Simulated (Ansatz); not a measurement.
**Cl2FH3O3W: how energies converge with the basis set**

The task here is to estimate one member of a computed series from the others.

The runs use Ansatz 0.2.0, Gaussian basis; one geometry, several basis sets.

Levels to be run: PBE0-D4/def2-SVP; ωB97M-V/def2-SVP; PBE0-D4/def2-QZVPP; ωB97M-V/def2-QZVPP; the functionals' def2-TZVPP values are taken from earlier runs.

**The geometry**

All runs share one geometry, relaxed beforehand with PBE0-D4 in a triple-zeta def2 set. W takes the def2 core potential; no spin-orbit term is included.

SMILES `[OH][W]([OH])([OH])([F])([Cl])[Cl]`, 10 atoms, charge 0, spin multiplicity 1.

Atoms are counted from 1 here; the program's logs count them from 0.

Bond lengths: O1–W2 1.846 Å, O1–H8 0.959 Å, W2–O3 1.863 Å, W2–O4 1.863 Å, W2–F5 1.896 Å, W2–Cl6 2.306 Å, W2–Cl7 2.360 Å, O3–H9 0.961 Å, O4–H10 0.961 Å. Angles: W2–O1–H8 134.2°, O1–W2–O3 97.5°, O1–W2–O4 97.5°, O1–W2–F5 171.6°, O1–W2–Cl6 92.0°, O1–W2–Cl7 85.4°, O3–W2–O4 164.9°, O3–W2–F5 82.5°, O3–W2–Cl6 90.2°, O3–W2–Cl7 90.2°, O4–W2–F5 82.5°, O4–W2–Cl6 90.2°, O4–W2–Cl7 90.2°, F5–W2–Cl6 96.4°, F5–W2–Cl7 86.2°, Cl6–W2–Cl7 177.3°, W2–O3–H9 125.7°, W2–O4–H10 125.7°.

Geometry (Å):

```mol
Cl2FH3O3W
  3D, bonds by distance, orders not assigned

 10  9  0  0  0  0  0  0  0  0999 V2000
   -0.9588   -1.5767   -0.2034 O   0  0
   -0.0963    0.0303    0.0822 W   0  0
    0.9781   -0.5179    1.5027 O   0  0
   -0.9222    0.9966   -1.2804 O   0  0
    0.9791    1.5883    0.1958 F   0  0
   -1.7168    0.7263    1.5674 Cl  0  0
    1.5065   -0.7760   -1.4509 Cl  0  0
   -0.7772   -2.3466   -0.7462 H   0  0
    1.6875   -0.0055    1.8999 H   0  0
   -0.6799    1.8813   -1.5671 H   0  0
  1  2  8  0
  2  3  8  0
  2  4  8  0
  2  5  8  0
  2  6  8  0
  2  7  8  0
  1  8  8  0
  3  9  8  0
  4 10  8  0
M  END
```

The first run:

Input file in.yaml:

```yaml
crystal:
  periodic: [false, false, false]
  atoms:
    - {symbol: O, position_ang: [-0.958758, -1.576696, -0.203404]}
    - {symbol: W, position_ang: [-0.096309, 0.030314, 0.082229]}
    - {symbol: O, position_ang: [0.978076, -0.517945, 1.502661]}
    - {symbol: O, position_ang: [-0.922166, 0.996563, -1.280427]}
    - {symbol: F, position_ang: [0.979062, 1.588307, 0.195840]}
    - {symbol: Cl, position_ang: [-1.716815, 0.726309, 1.567408]}
    - {symbol: Cl, position_ang: [1.506471, -0.776024, -1.450862]}
    - {symbol: H, position_ang: [-0.777160, -2.346632, -0.746186]}
    - {symbol: H, position_ang: [1.687513, -0.005501, 1.899875]}
    - {symbol: H, position_ang: [-0.679916, 1.881316, -1.567143]}
basis:
  gaussian: {orbitals: def2-SVP}
hamiltonian: {xc: pbe0, dispersion: d4}
output: {orbitals: {seedname: orbitals}}
```

Launch:

```bash
ansatz run in.yaml --threads 2 --pin off --events-out ev --progress --plain --max-ram 20480MiB --backend cpu
```

Steps of the session up to this table: PBE0-D4 in def2-SVP; ωB97M-V in def2-SVP; PBE0-D4 in def2-QZVPP; ωB97M-V in def2-QZVPP.

One table of the session follows, with a row left open; its other results are not shown here.

It belongs to the step «Functionals by basis». 

```
functional       basis  HOMO (eV)  LUMO (eV)
   PBE0-D4    def2-SVP      -8.64      -3.84
   PBE0-D4  def2-TZVPP      -8.67      -3.78
   PBE0-D4  def2-QZVPP      -8.71      -3.83
   ωB97M-V    def2-SVP     -10.87      -1.79
   ωB97M-V  def2-TZVPP     -10.94      -1.75
   ωB97M-V  def2-QZVPP          ?          ?
```

Q: Estimate the row for ωB97M-V, def2-QZVPP from the others.

**Answer.** HOMO (eV): -10.99; LUMO (eV): -1.82. In the column «HOMO (eV)» it is the lowest.
